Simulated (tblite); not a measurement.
# C5H11Si2: the cost of one run

The runs use tblite 0.8.0 and PySCF 2.14.0, with density-fitted response routines of our own; the level of theory stands in each step. All values are computed, except where a source is named. Atoms are numbered from 0 throughout.

## 1. The molecule as given

18 atoms, charge 0, multiplicity 2; geometry from: force field or distance geometry start.

Bonds of the start (Å): C0–C1 1.35, C1–C2 1.48, C1–Si3 1.85, Si3–C4 1.83, C4–Si5 1.88, Si5–C6 1.85, C6–Si3 1.88, C0–H7 1.07, C2–H8 1.10, C2–H9 1.09, C2–H10 1.11, Si3–H11 1.48, C4–H12 1.10, C4–H13 1.11, Si5–H14 1.46, Si5–H15 1.48, C6–H16 1.10, C6–H17 1.09.

## 2. Geometry optimisation with GFN2-xTB

Job settings and geometry (Å):

```
{"job": {"kind": "relax", "xc": "GFN2-xTB", "basis": "xTB"}, "charge": 0, "multiplicity": 2}
C     -2.091500    -2.029700    -0.051500
C     -1.543900    -0.803500    -0.142300
C     -2.313500     0.386500    -0.571200
Si     0.231900    -0.506300     0.282300
C      1.438300    -0.752800    -1.075000
Si     2.268600     0.829900    -0.485000
C      0.634400     1.331100     0.219900
H     -1.537300    -2.892100     0.271200
H     -3.299900     0.058200    -0.942900
H     -1.747100     0.979900    -1.295700
H     -2.512400     0.951700     0.368400
H      0.650000    -1.161600     1.546100
H      2.152700    -1.579800    -0.964700
H      1.027900    -0.677000    -2.099100
H      2.757300     1.621900    -1.604600
H      3.227000     0.601700     0.616000
H      0.016300     1.829500    -0.546900
H      0.632400     1.818600     1.198600
```

The run is started by

```sh
$ OMP_NUM_THREADS=1 python probes_run.py task.json out
```

This one command runs all jobs of the session in turn.

Q: Estimate the wall time and peak memory of this first job on 1 thread of Arm Neoverse V2, shared host.

About 1.4 s, with a peak of 0.18 GiB.
